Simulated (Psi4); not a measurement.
**GeNH3 (SMILES [N][GeH3]) at UTPSS/aug-cc-pVDZ**

Aim: the energy change on altering one bond length of GeNH3 at UTPSS/aug-cc-pVDZ, from 2 runs. 

The results are computed with Psi4 1.11.

2 further runs of the same task are left out: 1 that didn't finish, 1 set aside as unsound or not needed.

## 1. The structure to begin with

GeNH3 has 5 atoms, charge 0, and is taken as a triplet. As SMILES, `[N][GeH3]`. Geometry: a GFN2-xTB relaxation, a rough one for these elements and not checked as a minimum.

Bond lengths: N1–Ge2 1.735 Å, Ge2–H3 1.504 Å, Ge2–H4 1.504 Å, Ge2–H5 1.504 Å. Angles: N1–Ge2–H3 111.9°, N1–Ge2–H4 111.9°, N1–Ge2–H5 111.9°, H3–Ge2–H4 106.9°, H3–Ge2–H5 106.9°, H4–Ge2–H5 106.9°.

## 2. Energy and forces at UTPSS/aug-cc-pVDZ

Input file geh3n.xyz:

```xyz
5
GeH3N
N     -0.957900     0.020900     1.433700
Ge     0.005750    -0.000130    -0.008750
H     -0.726050     0.592710    -1.180850
H      0.400050    -1.397520    -0.399400
H      1.278160     0.784040     0.155290
```

Input file run.py:

```python
import psi4

psi4.set_memory('1600 MB')
psi4.set_num_threads(1)
psi4.set_output_file('output.dat', False)

with open('geh3n.xyz') as f:
    atoms = ''.join(f.readlines()[2:])
molecule = psi4.geometry('0 3\n' + atoms + 'symmetry c1')

options = {'basis': 'aug-cc-pVDZ', 'reference': 'uks', 'puream': True, 'e_convergence': 1e-09, 'd_convergence': 1e-08, 'scf_type': 'pk', 'dft_radial_points': 99, 'dft_spherical_points': 590, 'maxiter': 200}
psi4.set_options(options)

result, w = psi4.gradient('TPSS', molecule=molecule, return_wfn=True)
psi4.oeprop(w, 'QUADRUPOLE', 'DIPOLE', 'WIBERG_LOWDIN_INDICES', title='TPSS')
print('gradient / Eh bohr^-1')
print(result.np.round(6))
print(f'energy = {w.energy():.10f} Eh')
```

Run with:

```console
$ python run.py
```

output.dat (excerpt; [...] marks lines left out):

```text
[...]
  Running in c1 symmetry.
[...]
  Nuclear repulsion =  106.905912377273538
[...]
  Multiplicity = 3
[...]
  Nalpha       = 22
  Nbeta        = 20
[...]
    Number of basis functions: 86
[...]
   @UKS iter   1: -2132.55439405855896   -2.48789e+00   1.53813e-02 DIIS/ADIIS
[...]
   @UKS iter  12: -2133.38278178607516   -1.81899e-12   1.87621e-09 DIIS
[...]
   @S^2 Observed:                2.007469939E+00
[...]
    Orbital Energies [Eh]
    ---------------------
    Alpha Occupied:
       1A   -397.768489     2A    -49.348359     3A    -43.886537
       4A    -43.886536     5A    -43.886145     6A    -14.181442
       7A     -6.068341     8A     -4.255666     9A     -4.254422
      10A     -4.254421    11A     -1.132973    12A     -1.127544
      13A     -1.127544    14A     -1.124275    15A     -1.124274
      16A     -0.774213    17A     -0.508171    18A     -0.357810
      19A     -0.357786    20A     -0.302072    21A     -0.276837
      22A     -0.276826
    Alpha Virtual:
      23A     -0.017114    24A     -0.012241    25A      0.016868
[...]
  @UKS Final Energy: -2133.38278178607516
   => Energetics <=
    Nuclear Repulsion Energy =            106.9059123772735376
    One-Electron Energy =               -3181.8211579709222860
    Two-Electron Energy =                1028.5010152649138035
    DFT Exchange-Correlation Energy =     -86.9685514573401264
    Empirical Dispersion Energy =           0.0000000000000000
    VV10 Nonlocal Energy =                  0.0000000000000000
    Total Energy =                      -2133.3827817860751566
[...]
  -Total Gradient:
     Atom            X                  Y                   Z
    ------   -----------------  -----------------  -----------------
       1        0.046719216590    -0.001021294072    -0.069931082028
       2       -0.041391866209     0.000896237412     0.061934483671
       3        0.010125035942    -0.006795099328     0.010716721616
       4       -0.002713954432     0.015910212140     0.001808636374
       5       -0.012736970835    -0.008989966461    -0.004532419668
[...]
 Multipole Moments:
 ------------------------------------------------------------------------------------
     Multipole            Electronic (a.u.)      Nuclear  (a.u.)        Total (a.u.)
 ------------------------------------------------------------------------------------
 L = 1.  Multiply by 2.5417464519 to convert [e a0] to [Debye]
 Dipole X            :          0.3647170           -0.0267490            0.3379680
 Dipole Y            :         -0.0079856            0.0006068           -0.0073788
 Dipole Z            :         -0.5468648            0.0407672           -0.5060976
 Magnitude           :                                                    0.6086145
 L = 2.  Multiply by 1.3450342976 to convert [e a0^2] to [Debye ang]
 Quadrupole XX       :        -47.7943908           28.5916992          -19.2026916
 Quadrupole XY       :          0.4188120           -0.3976656            0.0211464
[...]
```

On the terminal:

```text
Memory set to   1.490 GiB by Python driver.
  Threads set to 1 by Python driver.
gradient / Eh bohr^-1
[[ 0.046719 -0.001021 -0.069931]
 [-0.041392  0.000896  0.061934]
 [ 0.010125 -0.006795  0.010717]
 [-0.002714  0.01591   0.001809]
 [-0.012737 -0.00899  -0.004532]]
energy = -2133.3827817861 Eh
```

Run time: 66 s. Hardware: 1 thread of Intel Xeon 6975P-C (Granite Rapids), shared host; peak memory 1.1 GiB.

## 3. The distorted shape: a single-point energy at UTPSS/aug-cc-pVDZ

Input file calc.dat:

```
memory 1600 mb

molecule m {
  0 3
  N
  Ge 1 1.734856
  H 2 2.2554 1 111.90191
  H 2 1.503589 1 111.89775 3 -120.01614
  H 2 1.503615 4 106.92483 1 122.85679
  units angstrom
  symmetry c1
}

set {
  basis                aug-cc-pVDZ
  reference            uks
  puream               true
  e_convergence        1e-09
  d_convergence        1e-08
  scf_type             pk
  dft_radial_points    99
  dft_spherical_points 590
  maxiter              200
}

E = energy("tpss")
```

Run with:

```console
$ psi4 calc.dat calc.out -n 1
```

calc.out (excerpt; [...] marks lines left out):

```text
[...]
  Running in c1 symmetry.
[...]
  Nuclear repulsion =  102.797673605414573
[...]
  Multiplicity = 3
[...]
  Nalpha       = 22
  Nbeta        = 20
[...]
    Number of basis functions: 86
[...]
   @UKS iter   1: -2132.33900490152200   -2.46876e+00   1.52987e-02 DIIS/ADIIS
[...]
   @UKS iter  17: -2133.32717127670594   -4.54747e-13   2.51409e-09 DIIS
[...]
   @S^2 Observed:                2.056151201E+00
[...]
    Orbital Energies [Eh]
    ---------------------
    Alpha Occupied:
       1A   -397.790886     2A    -49.368917     3A    -43.908257
       4A    -43.906782     5A    -43.906423     6A    -14.187827
       7A     -6.087209     8A     -4.275634     9A     -4.272953
      10A     -4.272202    11A     -1.150189    12A     -1.144952
      13A     -1.144345    14A     -1.142913    15A     -1.141810
      16A     -0.774758    17A     -0.497740    18A     -0.365336
      19A     -0.330214    20A     -0.304112    21A     -0.282039
      22A     -0.273453
    Alpha Virtual:
      23A     -0.092792    24A     -0.018269    25A     -0.003331
[...]
  @UKS Final Energy: -2133.32717127670594
   => Energetics <=
    Nuclear Repulsion Energy =            102.7976736054145732
    One-Electron Energy =               -3173.0800112041315515
    Two-Electron Energy =                1023.8014055798794288
    DFT Exchange-Correlation Energy =     -86.8462392578685751
    Empirical Dispersion Energy =           0.0000000000000000
    VV10 Nonlocal Energy =                  0.0000000000000000
    Total Energy =                      -2133.3271712767059398
[...]
 Multipole Moments:
 ------------------------------------------------------------------------------------
     Multipole            Electronic (a.u.)      Nuclear  (a.u.)        Total (a.u.)
 ------------------------------------------------------------------------------------
 L = 1.  Multiply by 2.5417464519 to convert [e a0] to [Debye]
 Dipole X            :         -0.0001977            0.0001874           -0.0000103
 Dipole Y            :          0.9947570           -0.7043061            0.2904509
 Dipole Z            :          0.3639893            0.2345394            0.5985287
 Magnitude           :                                                    0.6652806
[...]
```

It took 61 s on 1 thread of Intel Xeon 6975P-C (Granite Rapids), shared host; peak memory 1.1 GiB.

## 4. What came out

Level: UTPSS/aug-cc-pVDZ.

| quantity | value |
| --- | --- |
| first shape: total energy | -2133.38278 Eh |
| first shape: dipole moment | 1.55 D |
| first shape: HOMO energy (highest over α and β) | -7.50 eV |
| first shape: LUMO energy (lowest over α and β) | -4.19 eV |
| first shape: ⟨S²⟩ | 2.007 |
| first shape: largest force on an atom | 4.325 eV/Å |
| distorted shape: total energy | -2133.32717 Eh |
| distorted shape: dipole moment | 1.69 D |
| distorted shape: HOMO energy (highest over α and β) | -7.25 eV |
| distorted shape: LUMO energy (lowest over α and β) | -4.64 eV |
| distorted shape: ⟨S²⟩ | 2.056 |
| energy change with the Ge2–H3 bond stretched from 1.504 to 2.255 Å | 1.513 eV |

What this shows: With the Ge2–H3 bond stretched from 1.504 to 2.255 Å the energy rises by 1.51 eV (35 kcal/mol). The first shape isn't relaxed at this level, so the change isn't measured from a minimum. The largest force (first shape) is 4.32 eV/Å: the shape isn't a stationary point for this species at this level.
